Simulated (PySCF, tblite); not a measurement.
**C5H7BF2O2: geometry, infrared bands and NMR shifts**

What infrared bands and NMR shifts should C5H7BF2O2 (`CO[C@@H]1CC(=O)[C@H]1B(F)F`) show?

Programs: tblite 0.8.0 and PySCF 2.14.0, with density-fitted response routines of our own. Each step states its level of theory. These are calculated values for one molecule in the gas phase, unless marked as measured. Atoms are numbered from 0 throughout.

## 1. The molecule as given

17 atoms, charge 0, multiplicity 1; geometry from: force field or distance geometry start.

Bonds of the start (Å): C0–O1 1.42, O1–C2 1.40, C2–C3 1.50, C3–C4 1.51, C4–O5 1.23, C4–C6 1.52, C6–B7 1.60, B7–F8 1.45, B7–F9 1.44, C6–C2 1.52, C0–H10 1.12, C0–H11 1.12, C0–H12 1.09, C2–H13 1.11, C3–H14 1.12, C3–H15 1.10, C6–H16 1.11.

## 2. Geometry optimisation with GFN2-xTB

Job settings and geometry (Å):

```
{"job": {"kind": "relax", "xc": "GFN2-xTB", "basis": "xTB"}, "charge": 0, "multiplicity": 1}
C      2.114300     0.615900     0.952000
O      1.616800    -0.298200    -0.007300
C      0.249000    -0.512400     0.220700
C     -0.286200    -1.594400    -0.675600
C     -1.164800    -0.668200    -1.472800
O     -1.944000    -0.759300    -2.420600
C     -0.614500     0.438100    -0.593900
B     -1.762200     1.152700     0.264000
F     -2.698300     0.354100     1.029300
F     -1.805600     2.587500     0.362000
H      1.552600     1.583400     0.899300
H      2.046400     0.192800     1.982100
H      3.167400     0.828700     0.742100
H     -0.049900    -0.667400     1.281500
H     -0.900300    -2.336400    -0.108100
H      0.492300    -2.077000    -1.288700
H     -0.020200     1.172000    -1.175900
```

The run is started by

```bash
$ OMP_NUM_THREADS=1 python probes_run.py task.json out
```

This one command runs all jobs of the session in turn.

**Question.** This job is followed by: GFN2-xTB harmonic vibrations, gas phase; GIAO PBE0/pcSseg-1 NMR shielding, non-relativistic, gas phase. What will the session give for the following? strongest single infrared mode (GFN2-xTB); zero-point energy (GFN2-xTB); 13C shifts against TMS (PBE0/pcSseg-1); 1H shifts against TMS (PBE0/pcSseg-1, means over atoms taken as alike); 17O shifts against H2O (PBE0/pcSseg-1); 11B shifts against BF3·OEt2 (PBE0/pcSseg-1); 19F shifts against CFCl3 (PBE0/pcSseg-1, means over atoms taken as alike).

**Answer**, as computed:

| quantity | value |
| --- | --- |
| strongest single infrared mode (GFN2-xTB) | 1868 cm⁻¹, 569 km/mol |
| zero-point energy (GFN2-xTB) | 75.2 kcal/mol |
| 13C shifts against TMS (PBE0/pcSseg-1) | 203.2, 68.9, 59.7, 59.5, 57.8 ppm |
| 1H shifts against TMS (PBE0/pcSseg-1, means over atoms taken as alike) | 4.05, 3.48, 3.47, 3.45, 3.12 ppm |
| 17O shifts against H2O (PBE0/pcSseg-1) | 660.8, 52.6 ppm |
| 11B shifts against BF3·OEt2 (PBE0/pcSseg-1) | 24.3 ppm |
| 19F shifts against CFCl3 (PBE0/pcSseg-1, means over atoms taken as alike) | -69.6 ppm |

What this shows: The optimisation took 104 steps and gained 1.114 eV; among the close pairs (by a distance rule), B7–F8 changed most, from 1.449 to 1.318 Å. All 45 modes are real, so the xTB geometry is a minimum. The strongest single mode, at 1868 cm⁻¹, moves mainly C4 and O5. Unscaled tight-binding wavenumbers are off by several per cent, some by more. Its intensities can rank the bands wrongly. C4 (ketone carbonyl carbon) lies farthest downfield among carbon, at 203.2 ppm; the double bond to the heteroatom, with no lone-pair donor beside it, deshields it most. H13 (hydrogen on an sp3 CH bonded to O) lies farthest downfield among hydrogen, at 4.05 ppm; its carbon carries O, hence the downfield position. At PBE0/pcSseg-1: Shielding is most anisotropic at O5 (span 1166 ppm, paramagnetic term -721 ppm).
